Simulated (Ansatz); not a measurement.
# CH5ClFNSi2: up Jacob's ladder to CCSD(T)

The task here is to estimate one member of a computed series from the others.

The runs use Ansatz 0.2.0, Gaussian basis; functionals in def2-TZVPP, the program's frozen cores in correlated methods.

The runs, in order: PBE-D4, r2SCAN-D4, PBE0-D4, B3LYP-D4, ωB97X-V, ωB97M-V, B2PLYP; CCSD(T)/def2-TZVPP; MP2/def2-QZVPP; extrapolation to the limit.

## Structure used throughout

All runs share one geometry, relaxed beforehand with PBE0-D4 in a triple-zeta def2 set.

11 atoms, charge 0, spin multiplicity 1.

Atoms are counted from 1 here; the program's logs count them from 0.

Bond lengths: F1–C2 1.390 Å, C2–Si3 1.890 Å, C2–H7 1.096 Å, C2–H8 1.096 Å, Si3–N4 1.739 Å, Si3–H9 1.488 Å, Si3–H11 1.483 Å, N4–Si5 1.718 Å, N4–H10 1.014 Å, Si5–Cl6 2.107 Å. Angles: F1–C2–Si3 110.3°, F1–C2–H7 108.2°, F1–C2–H8 108.4°, Si3–C2–H7 111.6°, Si3–C2–H8 110.8°, H7–C2–H8 107.4°, C2–Si3–N4 111.6°, C2–Si3–H9 107.0°, C2–Si3–H11 109.9°, N4–Si3–H9 110.9°, N4–Si3–H11 106.4°, H9–Si3–H11 111.1°, Si3–N4–Si5 124.7°, Si3–N4–H10 117.3°, Si5–N4–H10 117.9°, N4–Si5–Cl6 98.8°.

Geometry (Å):

```xyz
11

F    -1.6663   -1.0684    1.1508
C    -1.3146   -1.1765   -0.1895
Si   -0.3553    0.3556   -0.7399
N     1.1053    0.5631    0.1811
Si    1.3567    1.7947    1.3517
Cl    3.2776    1.2299    2.0071
H    -0.7228   -2.0906   -0.3151
H    -2.2314   -1.2951   -0.7792
H    -0.0513    0.1825   -2.1859
H     1.8398   -0.1235    0.0486
H    -1.1722    1.5713   -0.5091
```

Set-up of the first run:

File in.yaml:

```yaml
crystal:
  periodic: [false, false, false]
  atoms:
    - {symbol: F, position_ang: [-1.666334, -1.068439, 1.150811]}
    - {symbol: C, position_ang: [-1.314612, -1.176532, -0.189504]}
    - {symbol: Si, position_ang: [-0.355263, 0.355598, -0.739861]}
    - {symbol: N, position_ang: [1.105252, 0.563051, 0.181131]}
    - {symbol: Si, position_ang: [1.356651, 1.794706, 1.351675]}
    - {symbol: Cl, position_ang: [3.277572, 1.229941, 2.007055]}
    - {symbol: H, position_ang: [-0.722791, -2.090602, -0.315060]}
    - {symbol: H, position_ang: [-2.231355, -1.295085, -0.779194]}
    - {symbol: H, position_ang: [-0.051294, 0.182464, -2.185882]}
    - {symbol: H, position_ang: [1.839775, -0.123458, 0.048582]}
    - {symbol: H, position_ang: [-1.172203, 1.571253, -0.509053]}
basis:
  gaussian: {orbitals: def2-TZVPP}
hamiltonian: {xc: pbe, dispersion: d4}
output: {forces: true, orbitals: {seedname: orbitals}}
```

Command:

```bash
$ ansatz run in.yaml --threads 4 --pin off --events-out ev --progress --plain --max-ram 10444MiB
```

Among the steps run: PBE-D4 (GGA); r2SCAN-D4 (meta-GGA); PBE0-D4 (hybrid); B3LYP-D4 (hybrid); ωB97X-V (range-separated); ωB97M-V (range-separated); B2PLYP (double hybrid); CCSD(T) in def2-TZVPP; MP2 in def2-QZVPP.

One of the session's tables, all rows but one given; the rest of the session is left out.

```
            method  atomisation energy (eV)
            PBE-D4                        ?
         r2SCAN-D4                   39.875
           PBE0-D4                   39.806
          B3LYP-D4                   39.912
           ωB97X-V                   40.195
           ωB97M-V                   40.239
            B2PLYP                   39.385
     HF/def2-TZVPP                   28.366
    MP2/def2-TZVPP                   39.396
   CCSD/def2-TZVPP                   37.973
CCSD(T)/def2-TZVPP                   38.645
           MP2/CBS                   40.698
       CCSD(T)/CBS                   39.947
```

**Question.** Estimate the row for PBE-D4.

As computed: atomisation energy (eV): 40.629. In the column «atomisation energy (eV)» it lies between ωB97M-V (40.239) and MP2/CBS (40.698).

Caveats from the session: Free atoms (1 F, 1 C, 2 Si, 1 N, 1 Cl, 5 H) were run apart at each level; the atomisation energy is their sum less the molecule, without zero-point or spin-orbit terms.
